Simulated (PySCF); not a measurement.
# GeO: NMR shieldings, spin-spin couplings, relativistic core levels

Aim: compute the NMR shieldings, spin-spin couplings, relativistic core levels of GeO (`[O]=[Ge]`).

Computed with PySCF 2.14.0 and routines of our own; the level stands in each step. Atoms count from 0.

## Step 1: The system as given

2 atoms, charge 0, multiplicity 1; geometry from: GFN2-xTB.

## Step 2: Optimising the geometry at PBE0-D3(BJ)/def2-SVP

What the job is given:

```
{"job": {"xc": "PBE0", "basis": "def2-SVP", "d3": "d3bj", "grid": 1, "maxiter": 30, "shake": 0.01, "kind": "geom"}, "charge": 0, "multiplicity": 1}
O      0.809550    -0.028720     0.001660
Ge    -0.792060    -0.000100    -0.013790
```

On the command line:

```bash
> OMP_NUM_THREADS=1 python heavy_run.py task.json out
```

One launch serves the whole session: the jobs run in the order shown.

The log of the run:

```text
step   0  E = -2151.55915065  max force = 0.023090
step   1  E = -2151.55959587  max force = 0.005093
step   2  E = -2151.55961953  max force = 0.000178
step   3  E = -2151.55961949  max force = 0.000020
optimisation converged
```

It took 4 s on 1 thread of Arm Neoverse N1, shared host; peak memory 0.26 GiB.

The steps of the relaxation:

| step | energy from step 0 (eV) | largest force component (eV/Å) |
| --- | --- | --- |
| 0 | 0.0000 | 1.1873 |
| 1 | -0.0121 | 0.2619 |
| 2 | -0.0128 | 0.0092 |
| 3 | -0.0128 | 0.0010 |

The bond:

| bond | before (Å) | after (Å) | change (Å) |
| --- | --- | --- | --- |
| O0–Ge1 | 1.602 | 1.624 | +0.022 |

The final coordinates are the input of the step that follows.

| at the end point | value |
| --- | --- |
| point group (found at 0.08 Å tolerance) | Cinfv |
| rotational constants (GHz, main isotopes) | 14.580, 14.580 |
| dipole moment (D) | 3.03 |

## Step 3: NMR shieldings: PBE0/pcJ-1 Ge:dyall-v2z, spin–orbit

What the job is given:

```
{"job": {"kind": "hnmr", "xc": "PBE0", "basis": {"default": "pcJ-1", "Ge": "dyall-v2z"}, "rel": "so"}, "charge": 0, "multiplicity": 1}
O      0.821304    -0.038116     0.004539
Ge    -0.801449     0.009289    -0.016579
```

With the program's defaults for keys left out, this is: PBE0/pcJ-1 Ge:dyall-v2z GIAO NMR shielding, X2C with spin-orbit coupling, screened-nuclear two-electron part, Gaussian nuclei, gas phase.

The log of the run:

```text
spin-free SCF
coarse grid: 12600 points
cycle   1  E = -2173.4991986832  dE =  1.876e-01  |g| = 1.136e+00  |ddm| = 1.347e+00
cycle   2  E = -2169.8211134389  dE =  3.678e+00  |g| = 3.425e+00  |ddm| = 2.847e+00
cycle   3  E = -2173.7466716060  dE = -3.926e+00  |g| = 2.878e-01  |ddm| = 2.524e+00
cycle   4  E = -2173.7664496673  dE = -1.978e-02  |g| = 2.261e-01  |ddm| = 3.387e-01
cycle   5  E = -2173.7717667308  dE = -5.317e-03  |g| = 2.935e-02  |ddm| = 7.180e-02
cycle   6  E = -2173.7718314757  dE = -6.474e-05  |g| = 1.333e-02  |ddm| = 1.658e-02
cycle   7  E = -2173.7718630742  dE = -3.160e-05  |g| = 5.842e-03  |ddm| = 4.772e-03
cycle   8  E = -2173.7718700599  dE = -6.986e-06  |g| = 1.315e-03  |ddm| = 2.511e-03
final grid: 24248 points
cycle   9  E = -2173.7720101024  dE =  3.464e-06  |g| = 4.427e-03  |ddm| = 3.078e-03
cycle  10  E = -2173.7719746342  dE =  3.547e-05  |g| = 1.402e-02  |ddm| = 9.403e-03
cycle  11  E = -2173.7720140311  dE = -3.940e-05  |g| = 4.866e-05  |ddm| = 7.099e-03
cycle  12  E = -2173.7720140312  dE = -1.301e-10  |g| = 3.927e-05  |ddm| = 4.887e-05
converged SCF energy = -2173.7720140312
two-component SCF
cycle   1  E = -2173.7347613268  dE = -2.174e+03  |FDS-SDF| = 1.503e+01
cycle   2  E = -2173.8149199842  dE = -8.016e-02  |FDS-SDF| = 7.148e-02
cycle   3  E = -2173.8149932738  dE = -7.329e-05  |FDS-SDF| = 3.064e-03
cycle   4  E = -2173.8149981939  dE = -4.920e-06  |FDS-SDF| = 2.559e-03
cycle   5  E = -2173.8149991963  dE = -1.002e-06  |FDS-SDF| = 1.664e-03
cycle   6  E = -2173.8150001696  dE = -9.733e-07  |FDS-SDF| = 8.443e-04
cycle   7  E = -2173.8150003978  dE = -2.282e-07  |FDS-SDF| = 1.445e-04
cycle   8  E = -2173.8150004188  dE = -2.105e-08  |FDS-SDF| = 1.606e-05
converged, E = -2173.8150004188

Field gradients (au) and densities at the nuclei (bohr^-3)
atom        Vxx        Vyy        Vzz        centre      nuclear mean
  0 O      0.1850     0.1851    -0.3701        311.714        311.704
  1 Ge     2.3424     2.3425    -4.6849      29262.758      29233.375
without picture change
  1 Ge                          -4.8219                     45035.484

Core orbital energies (eV)
atom   shell        mean    spread
  1 Ge 1s       -11006.762   0.000
  1 Ge 2s        -1391.562   0.000
  1 Ge 3s         -177.035   0.000
  1 Ge 4s          -16.453   0.000
  1 Ge 2p1/2     -1236.253   0.000
  1 Ge 2p3/2     -1204.492   0.070
  1 Ge 3p1/2      -125.418   0.000
  1 Ge 3p3/2      -121.071   0.165
  1 Ge 3d3/2       -33.657   0.089
  1 Ge 3d5/2       -33.062   0.151

Shielding tensors (ppm)
atom      isotropic    diamagn.    paramagn.     s11        s22        s33       span
  0 O      -430.51      398.22     -828.73    -861.40    -861.39     431.27    1292.67
  1 Ge     1086.44     2651.63    -1565.19     117.47     117.47    3024.38    2906.91
```

It took 21 s on 1 thread of Arm Neoverse N1, shared host; peak memory 0.59 GiB.

In short:

| quantity | value |
| --- | --- |
| energy from spin-orbit coupling | -0.0430 Eh |

## Step 4: Spin-spin couplings: PBE0/pcJ-1 Ge:dyall-v2z, spin–orbit

What the job is given:

```
{"job": {"kind": "hj", "xc": "PBE0", "basis": {"default": "pcJ-1", "Ge": "dyall-v2z"}, "rel": "so", "atoms": [1]}, "charge": 0, "multiplicity": 1}
O      0.821304    -0.038116     0.004539
Ge    -0.801449     0.009289    -0.016579
```

Method: PBE0/pcJ-1 Ge:dyall-v2z indirect spin-spin coupling, X2C with spin-orbit coupling, screened-nuclear two-electron part, Gaussian nuclei, gas phase.

The log of the run:

```text
spin-free SCF
coarse grid: 12600 points
cycle   1  E = -2173.4991986832  dE =  1.876e-01  |g| = 1.136e+00  |ddm| = 1.347e+00
cycle   2  E = -2169.8211134389  dE =  3.678e+00  |g| = 3.425e+00  |ddm| = 2.847e+00
cycle   3  E = -2173.7466716060  dE = -3.926e+00  |g| = 2.878e-01  |ddm| = 2.524e+00
cycle   4  E = -2173.7664496673  dE = -1.978e-02  |g| = 2.261e-01  |ddm| = 3.387e-01
cycle   5  E = -2173.7717667308  dE = -5.317e-03  |g| = 2.935e-02  |ddm| = 7.180e-02
cycle   6  E = -2173.7718314757  dE = -6.474e-05  |g| = 1.333e-02  |ddm| = 1.658e-02
cycle   7  E = -2173.7718630742  dE = -3.160e-05  |g| = 5.842e-03  |ddm| = 4.772e-03
cycle   8  E = -2173.7718700599  dE = -6.986e-06  |g| = 1.315e-03  |ddm| = 2.511e-03
final grid: 24248 points
cycle   9  E = -2173.7720101024  dE =  3.464e-06  |g| = 4.427e-03  |ddm| = 3.078e-03
cycle  10  E = -2173.7719746342  dE =  3.547e-05  |g| = 1.402e-02  |ddm| = 9.403e-03
cycle  11  E = -2173.7720140311  dE = -3.940e-05  |g| = 4.866e-05  |ddm| = 7.099e-03
cycle  12  E = -2173.7720140312  dE = -1.301e-10  |g| = 3.927e-05  |ddm| = 4.887e-05
converged SCF energy = -2173.7720140312
two-component SCF
cycle   1  E = -2173.7347613268  dE = -2.174e+03  |FDS-SDF| = 1.503e+01
cycle   2  E = -2173.8149199842  dE = -8.016e-02  |FDS-SDF| = 7.148e-02
cycle   3  E = -2173.8149932738  dE = -7.329e-05  |FDS-SDF| = 3.064e-03
cycle   4  E = -2173.8149981939  dE = -4.920e-06  |FDS-SDF| = 2.559e-03
cycle   5  E = -2173.8149991963  dE = -1.002e-06  |FDS-SDF| = 1.664e-03
cycle   6  E = -2173.8150001696  dE = -9.733e-07  |FDS-SDF| = 8.443e-04
cycle   7  E = -2173.8150003978  dE = -2.282e-07  |FDS-SDF| = 1.445e-04
cycle   8  E = -2173.8150004188  dE = -2.105e-08  |FDS-SDF| = 1.606e-05
converged, E = -2173.8150004188

Indirect spin-spin couplings
  i        j     bonds      J/Hz   K/1e19 T2/J   anisotropy/Hz
  1  73Ge   0  17O    1      -35.35     -620.25        95.9
```

Wall time 17 s (1 thread of Arm Neoverse N1, shared host); peak memory 0.49 GiB.

Key values:

| quantity | value |
| --- | --- |
| energy from spin-orbit coupling | -0.0430 Eh |

## Step 5: Relativistic core levels: PBE0/pcJ-1 Ge:dyall-v2z, spin–orbit

What the job is given:

```
{"job": {"kind": "hxps", "xc": "PBE0", "basis": {"default": "pcJ-1", "Ge": "dyall-v2z"}, "rel": "so", "holes": [[1, "2p"]]}, "charge": 0, "multiplicity": 1}
O      0.821304    -0.038116     0.004539
Ge    -0.801449     0.009289    -0.016579
```

With the program's defaults for keys left out, this is: PBE0/pcJ-1 Ge:dyall-v2z core ionisation, delta-SCF with one localised hole, X2C with spin-orbit coupling, screened-nuclear two-electron part, Gaussian nuclei, gas phase.

The log of the run:

```text
spin-free SCF
coarse grid: 12600 points
cycle   1  E = -2173.4991986832  dE =  1.876e-01  |g| = 1.136e+00  |ddm| = 1.347e+00
cycle   2  E = -2169.8211134389  dE =  3.678e+00  |g| = 3.425e+00  |ddm| = 2.847e+00
cycle   3  E = -2173.7466716060  dE = -3.926e+00  |g| = 2.878e-01  |ddm| = 2.524e+00
cycle   4  E = -2173.7664496673  dE = -1.978e-02  |g| = 2.261e-01  |ddm| = 3.387e-01
cycle   5  E = -2173.7717667308  dE = -5.317e-03  |g| = 2.935e-02  |ddm| = 7.180e-02
cycle   6  E = -2173.7718314757  dE = -6.474e-05  |g| = 1.333e-02  |ddm| = 1.658e-02
cycle   7  E = -2173.7718630742  dE = -3.160e-05  |g| = 5.842e-03  |ddm| = 4.772e-03
cycle   8  E = -2173.7718700599  dE = -6.986e-06  |g| = 1.315e-03  |ddm| = 2.511e-03
final grid: 24248 points
cycle   9  E = -2173.7720101024  dE =  3.464e-06  |g| = 4.427e-03  |ddm| = 3.078e-03
cycle  10  E = -2173.7719746342  dE =  3.547e-05  |g| = 1.402e-02  |ddm| = 9.403e-03
cycle  11  E = -2173.7720140311  dE = -3.940e-05  |g| = 4.866e-05  |ddm| = 7.099e-03
cycle  12  E = -2173.7720140312  dE = -1.301e-10  |g| = 3.927e-05  |ddm| = 4.887e-05
converged SCF energy = -2173.7720140312
two-component SCF
cycle   1  E = -2173.7347613268  dE = -2.174e+03  |FDS-SDF| = 1.503e+01
cycle   2  E = -2173.8149199842  dE = -8.016e-02  |FDS-SDF| = 7.148e-02
cycle   3  E = -2173.8149932738  dE = -7.329e-05  |FDS-SDF| = 3.064e-03
cycle   4  E = -2173.8149981939  dE = -4.920e-06  |FDS-SDF| = 2.559e-03
cycle   5  E = -2173.8149991963  dE = -1.002e-06  |FDS-SDF| = 1.664e-03
cycle   6  E = -2173.8150001696  dE = -9.733e-07  |FDS-SDF| = 8.443e-04
cycle   7  E = -2173.8150003978  dE = -2.282e-07  |FDS-SDF| = 1.445e-04
cycle   8  E = -2173.8150004188  dE = -2.105e-08  |FDS-SDF| = 1.606e-05
converged, E = -2173.8150004188

Field gradients (au) and densities at the nuclei (bohr^-3)
atom        Vxx        Vyy        Vzz        centre      nuclear mean
  0 O      0.1850     0.1851    -0.3701        311.714        311.704
  1 Ge     2.3424     2.3425    -4.6849      29262.758      29233.375
without picture change
  1 Ge                          -4.8219                     45035.484

Core orbital energies (eV)
atom   shell        mean    spread
  1 Ge 1s       -11006.762   0.000
  1 Ge 2s        -1391.562   0.000
  1 Ge 3s         -177.035   0.000
  1 Ge 4s          -16.453   0.000
  1 Ge 2p1/2     -1236.253   0.000
  1 Ge 2p3/2     -1204.492   0.070
  1 Ge 3p1/2      -125.418   0.000
  1 Ge 3p3/2      -121.071   0.165
  1 Ge 3d3/2       -33.657   0.089
  1 Ge 3d5/2       -33.062   0.151

hole in 2p3/2 of atom 1
cycle   1  E = -2127.8227170459  dE = -2.128e+03  |FDS-SDF| = 6.551e+00
cycle   2  E = -2127.3897559087  dE =  4.330e-01  |FDS-SDF| = 5.758e+00
cycle   3  E = -2128.4100594428  dE = -1.020e+00  |FDS-SDF| = 1.660e+00
cycle   4  E = -2128.6499656328  dE = -2.399e-01  |FDS-SDF| = 1.082e+00
cycle   5  E = -2128.8802396188  dE = -2.303e-01  |FDS-SDF| = 1.301e-01
cycle   6  E = -2128.8841104089  dE = -3.871e-03  |FDS-SDF| = 3.061e-02
cycle   7  E = -2128.8843334374  dE = -2.230e-04  |FDS-SDF| = 4.094e-03
cycle   8  E = -2128.8843373592  dE = -3.922e-06  |FDS-SDF| = 1.602e-03
cycle   9  E = -2128.8843387050  dE = -1.346e-06  |FDS-SDF| = 5.341e-04
cycle  10  E = -2128.8843396765  dE = -9.715e-07  |FDS-SDF| = 4.502e-04
cycle  11  E = -2128.8843405531  dE = -8.767e-07  |FDS-SDF| = 1.619e-04
cycle  12  E = -2128.8843406951  dE = -1.420e-07  |FDS-SDF| = 7.554e-05
cycle  13  E = -2128.8843407157  dE = -2.057e-08  |FDS-SDF| = 3.133e-05
converged, E = -2128.8843407157

Core binding energies (eV)
atom   line    delta-SCF   -orbital   splitting
  1 Ge 2p3/2    1222.643    1204.49    31.761
```

Run time: 14 s. Hardware: 1 thread of Arm Neoverse N1, shared host; peak memory 0.51 GiB.

Key values:

| quantity | value |
| --- | --- |
| energy from spin-orbit coupling | -0.0430 Eh |

## Step 6: NMR shieldings: PBE0/pcJ-1 Ge:dyall-v2z, non-relativistic

What the job is given:

```
{"job": {"kind": "hnmr", "xc": "PBE0", "basis": {"default": "pcJ-1", "Ge": "dyall-v2z"}, "rel": "nr"}, "charge": 0, "multiplicity": 1}
O      0.821304    -0.038116     0.004539
Ge    -0.801449     0.009289    -0.016579
```

Level: PBE0/pcJ-1 Ge:dyall-v2z GIAO NMR shielding, non-relativistic, Gaussian nuclei, gas phase.

The log of the run:

```text
non-relativistic SCF
coarse grid: 12600 points
cycle   1  E = -2151.5867797692  dE = -1.264e+01  |g| = 2.107e+00  |ddm| = 1.439e+00
cycle   2  E = -2147.7908421087  dE =  3.796e+00  |g| = 3.710e+00  |ddm| = 2.896e+00
cycle   3  E = -2151.4164545779  dE = -3.626e+00  |g| = 1.479e+00  |ddm| = 3.006e+00
cycle   4  E = -2151.8743212662  dE = -4.579e-01  |g| = 3.329e-01  |ddm| = 7.408e-01
cycle   5  E = -2151.8920881485  dE = -1.777e-02  |g| = 1.817e-01  |ddm| = 2.762e-01
cycle   6  E = -2151.8957025054  dE = -3.614e-03  |g| = 3.022e-02  |ddm| = 8.109e-02
cycle   7  E = -2151.8958104742  dE = -1.080e-04  |g| = 5.748e-03  |ddm| = 2.196e-02
cycle   8  E = -2151.8958177912  dE = -7.317e-06  |g| = 1.785e-03  |ddm| = 3.545e-03
final grid: 24248 points
cycle   9  E = -2151.8958420461  dE =  4.186e-06  |g| = 4.891e-03  |ddm| = 3.279e-03
cycle  10  E = -2151.8958011187  dE =  4.093e-05  |g| = 1.499e-02  |ddm| = 1.007e-02
cycle  11  E = -2151.8958467727  dE = -4.565e-05  |g| = 9.609e-04  |ddm| = 7.699e-03
cycle  12  E = -2151.8958468137  dE = -4.104e-08  |g| = 2.736e-05  |ddm| = 2.103e-04
cycle  13  E = -2151.8958468139  dE = -1.223e-10  |g| = 2.347e-06  |ddm| = 2.165e-05
converged SCF energy = -2151.8958468139
check of the scalar solution
cycle   1  E = -2151.8958468139  dE = -2.152e+03  |FDS-SDF| = 2.347e-06
cycle   2  E = -2151.8958468139  dE =  4.547e-13  |FDS-SDF| = 4.325e-06
converged, E = -2151.8958468139

Field gradients (au) and densities at the nuclei (bohr^-3)
atom        Vxx        Vyy        Vzz        centre      nuclear mean
  0 O      0.2003     0.2004    -0.4007        309.120        309.107
  1 Ge     2.2542     2.2543    -4.5085      22245.117      22231.267

Core orbital energies (eV)
atom   shell        mean    spread
  1 Ge 1s       -10858.928   0.000
  1 Ge 2s        -1357.739   0.000
  1 Ge 3s         -171.520   0.000
  1 Ge 4s          -16.293   0.000
  1 Ge 2p        -1207.478   0.107
  1 Ge 3p         -121.293   0.248
  1 Ge 3d          -34.160   0.185

Shielding tensors (ppm)
atom      isotropic    diamagn.    paramagn.     s11        s22        s33       span
  0 O      -420.27      400.44     -820.71    -838.89    -838.88     416.96    1255.85
  1 Ge      973.30     2758.09    -1784.79      80.25      80.27    2759.39    2679.14
```

Run time: 5.6 s. Hardware: 1 thread of Arm Neoverse N1, shared host; peak memory 0.51 GiB.

## Step 7: Spin-spin couplings: PBE0/pcJ-1 Ge:dyall-v2z, non-relativistic

What the job is given:

```
{"job": {"kind": "hj", "xc": "PBE0", "basis": {"default": "pcJ-1", "Ge": "dyall-v2z"}, "rel": "nr", "atoms": [1]}, "charge": 0, "multiplicity": 1}
O      0.821304    -0.038116     0.004539
Ge    -0.801449     0.009289    -0.016579
```

With the program's defaults for keys left out, this is: PBE0/pcJ-1 Ge:dyall-v2z indirect spin-spin coupling, non-relativistic, Gaussian nuclei, gas phase.

The log of the run:

```text
non-relativistic SCF
coarse grid: 12600 points
cycle   1  E = -2151.5867797692  dE = -1.264e+01  |g| = 2.107e+00  |ddm| = 1.439e+00
cycle   2  E = -2147.7908421087  dE =  3.796e+00  |g| = 3.710e+00  |ddm| = 2.896e+00
cycle   3  E = -2151.4164545779  dE = -3.626e+00  |g| = 1.479e+00  |ddm| = 3.006e+00
cycle   4  E = -2151.8743212662  dE = -4.579e-01  |g| = 3.329e-01  |ddm| = 7.408e-01
cycle   5  E = -2151.8920881485  dE = -1.777e-02  |g| = 1.817e-01  |ddm| = 2.762e-01
cycle   6  E = -2151.8957025054  dE = -3.614e-03  |g| = 3.022e-02  |ddm| = 8.109e-02
cycle   7  E = -2151.8958104742  dE = -1.080e-04  |g| = 5.748e-03  |ddm| = 2.196e-02
cycle   8  E = -2151.8958177912  dE = -7.317e-06  |g| = 1.785e-03  |ddm| = 3.545e-03
final grid: 24248 points
cycle   9  E = -2151.8958420461  dE =  4.186e-06  |g| = 4.891e-03  |ddm| = 3.279e-03
cycle  10  E = -2151.8958011187  dE =  4.093e-05  |g| = 1.499e-02  |ddm| = 1.007e-02
cycle  11  E = -2151.8958467727  dE = -4.565e-05  |g| = 9.609e-04  |ddm| = 7.699e-03
cycle  12  E = -2151.8958468137  dE = -4.104e-08  |g| = 2.736e-05  |ddm| = 2.103e-04
cycle  13  E = -2151.8958468139  dE = -1.223e-10  |g| = 2.347e-06  |ddm| = 2.165e-05
converged SCF energy = -2151.8958468139
two-component SCF
cycle   1  E = -2151.8958468138  dE = -2.152e+03  |FDS-SDF| = 2.347e-06
cycle   2  E = -2151.8958468138  dE =  9.095e-13  |FDS-SDF| = 4.325e-06
converged, E = -2151.8958468138

Indirect spin-spin couplings
  i        j     bonds      J/Hz   K/1e19 T2/J   anisotropy/Hz
  1  73Ge   0  17O    1      -31.93     -560.20        93.0
```

It took 13 s on 1 thread of Arm Neoverse N1, shared host; peak memory 0.5 GiB.

## Step 8: NMR shieldings: PBE0/pcJ-1 Ge:dyall-v2z, spin-free

What the job is given:

```
{"job": {"kind": "hnmr", "xc": "PBE0", "basis": {"default": "pcJ-1", "Ge": "dyall-v2z"}, "rel": "sf"}, "charge": 0, "multiplicity": 1}
O      0.821304    -0.038116     0.004539
Ge    -0.801449     0.009289    -0.016579
```

With the program's defaults for keys left out, this is: PBE0/pcJ-1 Ge:dyall-v2z GIAO NMR shielding, spin-free X2C, Gaussian nuclei, gas phase.

The log of the run:

```text
spin-free SCF
coarse grid: 12600 points
cycle   1  E = -2173.4991986832  dE =  1.876e-01  |g| = 1.136e+00  |ddm| = 1.347e+00
cycle   2  E = -2169.8211134389  dE =  3.678e+00  |g| = 3.425e+00  |ddm| = 2.847e+00
cycle   3  E = -2173.7466716060  dE = -3.926e+00  |g| = 2.878e-01  |ddm| = 2.524e+00
cycle   4  E = -2173.7664496673  dE = -1.978e-02  |g| = 2.261e-01  |ddm| = 3.387e-01
cycle   5  E = -2173.7717667308  dE = -5.317e-03  |g| = 2.935e-02  |ddm| = 7.180e-02
cycle   6  E = -2173.7718314757  dE = -6.474e-05  |g| = 1.333e-02  |ddm| = 1.658e-02
cycle   7  E = -2173.7718630742  dE = -3.160e-05  |g| = 5.842e-03  |ddm| = 4.772e-03
cycle   8  E = -2173.7718700599  dE = -6.986e-06  |g| = 1.315e-03  |ddm| = 2.511e-03
final grid: 24248 points
cycle   9  E = -2173.7720101024  dE =  3.464e-06  |g| = 4.427e-03  |ddm| = 3.078e-03
cycle  10  E = -2173.7719746342  dE =  3.547e-05  |g| = 1.402e-02  |ddm| = 9.403e-03
cycle  11  E = -2173.7720140311  dE = -3.940e-05  |g| = 4.866e-05  |ddm| = 7.099e-03
cycle  12  E = -2173.7720140312  dE = -1.301e-10  |g| = 3.927e-05  |ddm| = 4.887e-05
converged SCF energy = -2173.7720140312
check of the scalar solution
cycle   1  E = -2173.7720140312  dE = -2.174e+03  |FDS-SDF| = 3.927e-05
cycle   2  E = -2173.7720140305  dE =  6.985e-10  |FDS-SDF| = 7.038e-05
converged, E = -2173.7720140305

Field gradients (au) and densities at the nuclei (bohr^-3)
atom        Vxx        Vyy        Vzz        centre      nuclear mean
  0 O      0.1861     0.1862    -0.3722        311.714        311.703
  1 Ge     2.3425     2.3425    -4.6850      29261.121      29231.738
without picture change
  1 Ge                          -4.8219                     45035.755

Core orbital energies (eV)
atom   shell        mean    spread
  1 Ge 1s       -11006.868   0.000
  1 Ge 2s        -1391.583   0.000
  1 Ge 3s         -177.039   0.000
  1 Ge 4s          -16.454   0.000
  1 Ge 2p        -1214.934   0.105
  1 Ge 3p         -122.498   0.243
  1 Ge 3d          -33.301   0.180

Shielding tensors (ppm)
atom      isotropic    diamagn.    paramagn.     s11        s22        s33       span
  0 O      -429.96      400.36     -830.32    -853.55    -853.55     417.21    1270.77
  1 Ge      938.63     2768.43    -1829.80       9.80       9.81    2796.27    2786.47
```

Run time: 6.4 s. Hardware: 1 thread of Arm Neoverse N1, shared host; peak memory 0.51 GiB.

## Step 9: NMR shieldings: PBE0/pcJ-1 Ge:dyall-v2z, spin-free

What the job is given:

```
{"job": {"kind": "hnmr", "xc": "PBE0", "basis": {"default": "pcJ-1", "Ge": "dyall-v2z"}, "rel": "sf", "two": true}, "charge": 0, "multiplicity": 1}
O      0.821304    -0.038116     0.004539
Ge    -0.801449     0.009289    -0.016579
```

Method: PBE0/pcJ-1 Ge:dyall-v2z GIAO NMR shielding, X2C without spin-orbit coupling but with the spin-dependent field terms, Gaussian nuclei, gas phase.

The log of the run:

```text
spin-free SCF
coarse grid: 12600 points
cycle   1  E = -2173.4991986832  dE =  1.876e-01  |g| = 1.136e+00  |ddm| = 1.347e+00
cycle   2  E = -2169.8211134389  dE =  3.678e+00  |g| = 3.425e+00  |ddm| = 2.847e+00
cycle   3  E = -2173.7466716060  dE = -3.926e+00  |g| = 2.878e-01  |ddm| = 2.524e+00
cycle   4  E = -2173.7664496673  dE = -1.978e-02  |g| = 2.261e-01  |ddm| = 3.387e-01
cycle   5  E = -2173.7717667308  dE = -5.317e-03  |g| = 2.935e-02  |ddm| = 7.180e-02
cycle   6  E = -2173.7718314757  dE = -6.474e-05  |g| = 1.333e-02  |ddm| = 1.658e-02
cycle   7  E = -2173.7718630742  dE = -3.160e-05  |g| = 5.842e-03  |ddm| = 4.772e-03
cycle   8  E = -2173.7718700599  dE = -6.986e-06  |g| = 1.315e-03  |ddm| = 2.511e-03
final grid: 24248 points
cycle   9  E = -2173.7720101024  dE =  3.464e-06  |g| = 4.427e-03  |ddm| = 3.078e-03
cycle  10  E = -2173.7719746342  dE =  3.547e-05  |g| = 1.402e-02  |ddm| = 9.403e-03
cycle  11  E = -2173.7720140311  dE = -3.940e-05  |g| = 4.866e-05  |ddm| = 7.099e-03
cycle  12  E = -2173.7720140312  dE = -1.301e-10  |g| = 3.927e-05  |ddm| = 4.887e-05
converged SCF energy = -2173.7720140312
two-component SCF
cycle   1  E = -2173.7720140309  dE = -2.174e+03  |FDS-SDF| = 3.927e-05
cycle   2  E = -2173.7720140302  dE =  6.876e-10  |FDS-SDF| = 7.038e-05
converged, E = -2173.7720140302

Field gradients (au) and densities at the nuclei (bohr^-3)
atom        Vxx        Vyy        Vzz        centre      nuclear mean
  0 O      0.1861     0.1862    -0.3722        311.714        311.703
  1 Ge     2.3425     2.3425    -4.6850      29261.121      29231.738
without picture change
  1 Ge                          -4.8219                     45035.755

Core orbital energies (eV)
atom   shell        mean    spread
  1 Ge 1s       -11006.868   0.000
  1 Ge 2s        -1391.583   0.000
  1 Ge 3s         -177.039   0.000
  1 Ge 4s          -16.454   0.000
  1 Ge 2p1/2     -1214.969   0.000
  1 Ge 2p3/2     -1214.916   0.105
  1 Ge 3p1/2      -122.579   0.000
  1 Ge 3p3/2      -122.458   0.243
  1 Ge 3d3/2       -33.380   0.000
  1 Ge 3d5/2       -33.248   0.142

Shielding tensors (ppm)
atom      isotropic    diamagn.    paramagn.     s11        s22        s33       span
  0 O      -426.82      398.16     -824.97    -850.29    -850.29     420.13    1270.43
  1 Ge     1135.87     2649.70    -1513.83     207.16     207.16    2993.29    2786.13
```

Wall time 17 s (1 thread of Arm Neoverse N1, shared host); peak memory 0.59 GiB.

(Part 1 of 2 ends here.)
